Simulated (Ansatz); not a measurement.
# F4Si (SiF4): the cost of one run

The runs use Ansatz 0.2.0; RKS PBE0-D4/def2-SVP.

### 1 The starting structure

5 atoms, charge 0, spin multiplicity 1.

Atoms are counted from 1 here; the program's logs count them from 0.

Bond lengths: Si1–F2 1.603 Å, Si1–F3 1.603 Å, Si1–F4 1.603 Å, Si1–F5 1.603 Å. Angles: F2–Si1–F3 109.5°, F2–Si1–F4 109.5°, F2–Si1–F5 109.5°, F3–Si1–F4 109.5°, F3–Si1–F5 109.5°, F4–Si1–F5 109.5°.

Coordinates:

```mol
F4Si
  3D, bonds by distance, orders not assigned

  5  4  0  0  0  0  0  0  0  0999 V2000
    0.0000   -0.0000    0.0000 Si  0  0
    0.0106   -0.0179    1.6026 F   0  0
    1.5075    0.0105   -0.5441 F   0  0
   -0.7628    1.3122   -0.5146 F   0  0
   -0.7553   -1.3048   -0.5439 F   0  0
  1  2  8  0
  1  3  8  0
  1  4  8  0
  1  5  8  0
M  END
```

This geometry comes from a loose relaxation at PBE in a small basis, which is not shown.

### 3 The grid

- bond length Si1–F4: 15 values from 1.364 to 2.221 Å
- angle F4–Si1–F2: 15 values from 64.5 to 154.5 °

Nothing else is relaxed (all other coordinates rigid). Energies count from the relaxed molecule at the same level.

(The set-up runs are not shown.)

### 4 Grid point bond length Si1–F4 = 1.609 Å, angle F4–Si1–F2 = 109.5°

The input, input.yaml:

```yaml
crystal:
  periodic: [false, false, false]
  atoms:
    - { symbol: Si, position_ang: [2.0e-06, 0.0, -2.0e-06] }
    - { symbol: F, position_ang: [0.010444, -0.017725, 1.585986] }
    - { symbol: F, position_ang: [1.491893, 0.010337, -0.538458] }
    - { symbol: F, position_ang: [-0.765663, 1.317178, -0.51738] }
    - { symbol: F, position_ang: [-0.747425, -1.291281, -0.538265] }
basis:
  gaussian: { orbitals: def2-SVP }
hamiltonian:
  xc: pbe0
  dispersion: d4
output:
  forces: true
```

Launch:

```sh
$ ansatz run input.yaml --threads 1 --pin off --max-ram 2560MiB --backend cpu --events-out ev --progress --plain --runs-dir out
```

What time and memory should one allow on 1 thread of Intel Xeon Platinum 8259CL at 2.50GHz (Skylake/Cascade Lake), shared host?

About 2.2 s, with a peak of 0.14 GiB.
